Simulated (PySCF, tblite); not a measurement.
# C₆H₁₀OSSi₂: geometry, infrared bands and NMR shifts

Wanted: the infrared bands and NMR shifts of C₆H₁₀OSSi₂ (`c1csc([Si@H]2CC[SiH2]O2)c1`), by calculation.

The runs use tblite 0.8.0 and PySCF 2.14.0, with density-fitted response routines of our own; the level of theory stands in each step. All values are computed, except where a source is named. Atoms are numbered from 0 throughout.

## (1) The starting structure

20 atoms, charge 0, multiplicity 1; geometry from: force field or distance geometry start.

Bonds of the start (Å): C0–C1 1.38, C1–S2 1.70, S2–C3 1.72, C3–Si4 1.88, Si4–C5 1.96, C5–C6 1.55, C6–Si7 1.94, Si7–O8 1.70, C3–C9 1.38, C9–C0 1.44, O8–Si4 1.71, C0–H10 1.08, C1–H11 1.08, Si4–H12 1.49, C5–H13 1.10, C5–H14 1.10, C6–H15 1.08, C6–H16 1.09, Si7–H17 1.49, Si7–H18 1.48, C9–H19 1.08.

## (2) Geometry optimisation with GFN2-xTB

The job: settings as JSON, then the geometry in Å.

```
{"job": {"kind": "relax", "xc": "GFN2-xTB", "basis": "xTB"}, "charge": 0, "multiplicity": 1}
C      3.189000    -0.432000    -0.848200
C      3.495400     0.849700    -0.447800
S      2.299300     1.521400     0.562600
C      1.311700     0.119500     0.440300
Si    -0.310100     0.152900     1.382700
C     -1.501300     1.251200     0.283400
C     -2.246700     0.305400    -0.695000
Si    -2.451100    -1.404200     0.191800
O     -1.136600    -1.340200     1.273600
C      1.916500    -0.856000    -0.331400
H      3.818000    -1.031500    -1.483000
H      4.386600     1.408900    -0.672200
H     -0.221700     0.643300     2.783200
H     -0.950700     2.037100    -0.251100
H     -2.214200     1.731500     0.973100
H     -1.641900     0.138000    -1.576000
H     -3.211300     0.721600    -0.992100
H     -3.727300    -1.451500     0.953200
H     -2.295900    -2.528700    -0.760400
H      1.487300    -1.825700    -0.525600
```

Launch:

```bash
$ OMP_NUM_THREADS=1 python probes_run.py task.json out
```

This one command runs all jobs of the session in turn.

**Question.** This job is followed by: GFN2-xTB harmonic vibrations, gas phase; GIAO PBE0/pcSseg-1 NMR shielding, non-relativistic, gas phase. What will the session give for the following? strongest single infrared mode (GFN2-xTB); zero-point energy (GFN2-xTB); 13C shifts against TMS (PBE0/pcSseg-1); 1H shifts against TMS (PBE0/pcSseg-1); 33S shifts against CS2 (PBE0/pcSseg-1); 29Si shifts against TMS (PBE0/pcSseg-1); 17O shifts against H2O (PBE0/pcSseg-1).

As calculated:

```
                                 quantity                                                           value
strongest single infrared mode (GFN2-xTB)                                           2289 cm⁻¹, 526 km/mol
             zero-point energy (GFN2-xTB)                                                   88.1 kcal/mol
   13C shifts against TMS (PBE0/pcSseg-1)                       144.2, 142.2, 139.8, 131.2, 13.0, 8.4 ppm
    1H shifts against TMS (PBE0/pcSseg-1)  7.62, 7.57, 7.35, 5.74, 5.33, 5.11, 1.22, 1.12, 1.11, 1.08 ppm
   33S shifts against CS2 (PBE0/pcSseg-1)                                                         247 ppm
  29Si shifts against TMS (PBE0/pcSseg-1)                                                   0.5, -2.6 ppm
   17O shifts against H2O (PBE0/pcSseg-1)                                                        41.4 ppm
```

What this shows: Over 70 steps the energy fell by 0.318 eV; of the close pairs, Si4–O8 changed most, 1.710 to 1.640 Å. All 54 modes are real, so the xTB geometry is a minimum. The strongest single mode, at 2289 cm⁻¹, moves mainly H12. Unscaled tight-binding wavenumbers are off by several per cent, some by more. Its intensities can rank the bands wrongly. At PBE0/pcSseg-1: The largest span, 309 ppm, is at S2, where the paramagnetic term is -801 ppm. NICS(1)zz of -28 ppm above the planar ring from C0 marks a diatropic (aromatic) ring current.
